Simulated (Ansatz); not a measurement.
**Pt: one contact scaled**

An exercise on one series of results from a longer session: the logs are not shown, and one member is left open.

Method: DFT, r2SCAN, PAW with Ansatz's default frozen-core files, scalar-relativistic, in Ansatz 0.2.0.

1 further run of the same task is left out (it didn't finish).

## The structure to begin with

The structure is cubic, space group Fd-3m (No. 227). The conventional cell has a = 5.390 Å, b = 5.390 Å, c = 5.390 Å, α = 90.00°, β = 90.00°, γ = 90.00°. Pt (site symmetry -43m) is surrounded by 4 Pt at 2.33 Å.

Coordinates:

```cif
data_structure
_symmetry_space_group_name_H-M 'Fd-3m:1'
_symmetry_Int_Tables_number 227
_cell_length_a 5.3902
_cell_length_b 5.3902
_cell_length_c 5.3902
_cell_angle_alpha 90.000
_cell_angle_beta 90.000
_cell_angle_gamma 90.000
_cell_volume 156.61
loop_
_atom_site_label
_atom_site_type_symbol
_atom_site_symmetry_multiplicity
_atom_site_Wyckoff_symbol
_atom_site_fract_x
_atom_site_fract_y
_atom_site_fract_z
_atom_site_occupancy
Pt1 Pt 8 b 0.00000 0.50000 0.00000 1
```

The file gives the conventional cell by its symmetry; the runs use the cell typed in the input.

Atoms are numbered in the order of the input: Pt1, Pt2.

Set-up of the first run:

input.yaml

```yaml
crystal:
  lattice:
    - [0.0, 2.6951100335, 2.6951100335]
    - [2.6951100335, 0.0, 2.6951100335]
    - [2.6951100335, 2.6951100335, 0.0]
  atoms:
    - { symbol: Pt, position: [-0.125, -0.125, -0.125] }
    - { symbol: Pt, position: [0.125, 0.125, 0.125] }
kpoints:
  mp_grid: { grid: [10, 10, 10] }
scf:
  occupations: { method: fermi_dirac, width: 0.05 }
hamiltonian:
  xc: r2scan
  pseudopotentials: { kind: paw }
output:
  forces: true
  stress: true
  eigenvalues: true
  efg: { contact_densities: true }
  populations: true
  write_density: true
  write_potential: true
  elf: true
  volumetric_format: npy
```

Launch:

```sh
$ ansatz run input.yaml --threads 1 --pin off --max-ram 2048MiB --backend cpu --events-out ev --progress --plain --runs-dir out
```

Among the steps run: Shortest bond scaled by 1, PAW; Shortest bond scaled by 1.1, PAW; Shortest bond scaled by 0.94, PAW; Shortest bond scaled by 0.88, PAW; Shortest bond scaled by 0.76, PAW; Shortest bond scaled by 0.76, PAW (cutoff 1000 eV).

One table of the session follows, with a row left open; its other results are not shown here.

```
              method  length (Å)  F from the given length (eV/cell)  force along the bond (eV/Å)  pressure (GPa)  largest force (eV/Å)
                 PAW       1.774                              8.402                       47.123          121.49                47.123
                 PAW       2.054                              1.245                       10.816           51.75                10.816
                 PAW       2.194                              0.261                        3.979           40.48                 3.979
                 PAW       2.334                              0.000                        0.000           37.20                 0.000
                 PAW       2.567                                  ?                            ?               ?                     ?
PAW (cutoff 1000 eV)       1.774                                  –                       47.115          121.47                47.115
```

**Question.** Estimate the row for PAW, 2.567.

**Answer.** F from the given length (eV/cell): 0.509; force along the bond (eV/Å): -3.887; pressure (GPa): 43.22; largest force (eV/Å): 3.887.

To keep in mind: Warnings in the runs' records: gradients without spin orbit.
